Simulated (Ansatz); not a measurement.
**C2H7FO2Si: ionisation energy by level of theory**

An exercise on one series of results from a longer session: the logs are not shown, and one member is left open.

The runs use Ansatz 0.2.0, Gaussian basis; unrestricted cation, the program's frozen cores in correlated methods.

The runs, in order: UKS PBE-D4/def2-TZVPP; UKS r2SCAN-D4/def2-TZVPP; UKS PBE0-D4/def2-TZVPP; UKS B3LYP-D4/def2-TZVPP; UKS wB97X-V/def2-TZVPP; UKS wB97M-V/def2-TZVPP; then −ε(HOMO) from the neutral's earlier runs with LDA (SPW92), PBE-D4, revPBE-D4, BLYP-D4, r2SCAN-D4, B97M-V, PBE0-D4, B3LYP-D4, r2SCANh-D4, r2SCAN0-D4, HSE06-D4, BHLYP-D4, CAM-B3LYP-D4, LC-ωPBE, ωB97X-V, ωB97M-V.

## The geometry

The geometry comes from an earlier relaxation with PBE0-D4 in a triple-zeta def2 set; it is a stationary point, not always the lowest conformer.

SMILES `CO[SiH](F)OC`, 13 atoms, charge 0, spin multiplicity 1.

Atoms are counted from 1 here; the program's logs count them from 0.

Bond lengths: C1–O2 1.411 Å, C1–H7 1.095 Å, C1–H8 1.094 Å, C1–H9 1.091 Å, O2–Si3 1.623 Å, Si3–F4 1.597 Å, Si3–O5 1.612 Å, Si3–H10 1.471 Å, O5–C6 1.413 Å, C6–H11 1.094 Å, C6–H12 1.091 Å, C6–H13 1.093 Å. Angles: O2–C1–H7 111.2°, O2–C1–H8 111.3°, O2–C1–H9 108.1°, H7–C1–H8 108.8°, H7–C1–H9 108.4°, H8–C1–H9 108.8°, C1–O2–Si3 125.9°, O2–Si3–F4 107.7°, O2–Si3–O5 108.9°, O2–Si3–H10 113.8°, F4–Si3–O5 111.3°, F4–Si3–H10 107.2°, O5–Si3–H10 108.0°, Si3–O5–C6 126.6°, O5–C6–H11 110.9°, O5–C6–H12 108.0°, O5–C6–H13 111.2°, H11–C6–H12 108.8° and more.

Set-up of the first run:

Input file in.yaml:

```yaml
crystal:
  periodic: [false, false, false]
  atoms:
    - {symbol: C, position_ang: [0.298782, -2.150321, 0.698500]}
    - {symbol: O, position_ang: [0.488442, -0.778130, 0.428823]}
    - {symbol: Si, position_ang: [0.203646, -0.037954, -0.987596]}
    - {symbol: F, position_ang: [-1.244614, -0.488906, -1.487527]}
    - {symbol: O, position_ang: [0.276717, 1.557220, -0.766538]}
    - {symbol: C, position_ang: [-0.358329, 2.296465, 0.257073]}
    - {symbol: H, position_ang: [1.002167, -2.766704, 0.128821]}
    - {symbol: H, position_ang: [-0.721157, -2.465797, 0.459815]}
    - {symbol: H, position_ang: [0.478020, -2.315375, 1.761780]}
    - {symbol: H, position_ang: [1.159046, -0.394274, -2.047347]}
    - {symbol: H, position_ang: [-1.438840, 2.340434, 0.092802]}
    - {symbol: H, position_ang: [0.041013, 3.311082, 0.236679]}
    - {symbol: H, position_ang: [-0.164392, 1.857558, 1.239514]}
basis:
  gaussian: {orbitals: def2-TZVPP}
total_charge: 1
magnetization: {spin_polarized: true, initial_magnetization: 1}
hamiltonian: {xc: pbe, dispersion: d4}
```

Among the steps run: Cation, UKS PBE-D4/def2-TZVPP; Cation, UKS r2SCAN-D4/def2-TZVPP; Cation, UKS PBE0-D4/def2-TZVPP; Cation, UKS B3LYP-D4/def2-TZVPP; Cation, UKS wB97X-V/def2-TZVPP; Cation, UKS wB97M-V/def2-TZVPP.

One table of the session follows, with a row left open; its other results are not shown here.

For comparison, −ε(HOMO) of the neutral from earlier runs:

| functional | −ε(HOMO) (eV) |
| --- | --- |
| LDA (SPW92) | 7.10 |
| PBE-D4 | 6.96 |
| revPBE-D4 | 6.91 |
| BLYP-D4 | 6.87 |
| r2SCAN-D4 | 7.31 |
| B97M-V | 7.45 |
| PBE0-D4 | 8.58 |
| B3LYP-D4 | 8.33 |
| r2SCANh-D4 | 7.92 |
| r2SCAN0-D4 | ? |
| HSE06-D4 | 8.17 |
| BHLYP-D4 | 10.14 |
| CAM-B3LYP-D4 | 10.05 |
| LC-ωPBE | 11.41 |
| ωB97X-V | 11.07 |
| ωB97M-V | 11.00 |

Estimate the missing values for r2SCAN0-D4.

Worked estimate for «−ε(HOMO) (eV)». Against the share of exact exchange, r2SCAN-D4 (0, 7.31), r2SCANh-D4 (0.1, 7.92) give a slope of 6.10 per unit share; at 0.25 the line stands at 8.83.

The run gave: −ε(HOMO) (eV): 8.83. In «−ε(HOMO) (eV)» the line misses by 0.00.
